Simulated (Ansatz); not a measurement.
# Zn2B: the cost of one run

Program: Ansatz 0.2.0. Level of theory: DFT PBE, scalar-relativistic, plane waves, PAW. These are calculated values, not measurements.

**1. Starting point**

The structure is tetragonal, space group I4_1/amd (No. 141). The conventional cell has a = 3.429 Å, b = 3.429 Å, c = 11.922 Å, α = 90.00°, β = 90.00°, γ = 90.00°. Zn (site symmetry 2mm) has 3 Zn at 1.98 to 1.99 Å and 6 B at 2.62 Å as nearest neighbours. B (site symmetry -4m2) is surrounded by 12 Zn at 2.62 Å.

As a file:

```xyz
6
Lattice="-1.7143 1.7143 5.9608 1.7143 -1.7143 5.9608 1.7143 1.7143 -5.9608" Properties=species:S:1:pos:R:3 pbc="T T T"
Zn    0.0000    0.0000    4.9653
Zn    1.7143    0.0000    1.9849
Zn    1.7143    0.0000    3.9758
Zn    0.0000    0.0000    6.9562
B     0.0000    0.0000    0.0000
B     0.0000    1.7143    2.9804
```

(A quick probe on a coarse mesh, which set the mesh and smearing, is not shown.)

**3. Rough relaxation on the coarse mesh**

input.yaml

```yaml
crystal:
  lattice:
    - [-1.7143499399, 1.7143499399, 5.9607523601]
    - [1.7143499399, -1.7143499399, 5.9607523601]
    - [1.7143499399, 1.7143499399, -5.9607523601]
  atoms:
    - { symbol: Zn, position: [0.4165, 0.4165, 0.0] }
    - { symbol: Zn, position: [0.1665, 0.6665, 0.5] }
    - { symbol: Zn, position: [0.3335, 0.8335, 0.5] }
    - { symbol: Zn, position: [0.5835, 0.5835, 0.0] }
    - { symbol: B, position: [0.0, 0.0, 0.0] }
    - { symbol: B, position: [0.75, 0.25, 0.5] }
basis:
  ecutwfc: 420
kpoints:
  mp_grid: { grid: [8, 8, 8] }
hamiltonian:
  xc: pbe
scf:
  occupations: { method: gaussian, width: 0.1 }
  lower_state_search: "off"
output:
  forces: true
  stress: true
  eigenvalues: true
relax:
  adjacent_minimum: "off"
  f_tol: 0.04
  max_steps: 70
  cell: { stress_tol: 0.4 }
```

Launch:

```bash
ansatz run input.yaml --threads 1 --pin off --max-ram 2560MiB --backend cpu --events-out ev --progress --plain --runs-dir out
```

What time and memory should one allow on 1 thread of Intel Xeon Platinum 8259CL at 2.50GHz (Skylake/Cascade Lake), shared host?

About 6 min, with a peak of 0.48 GiB.
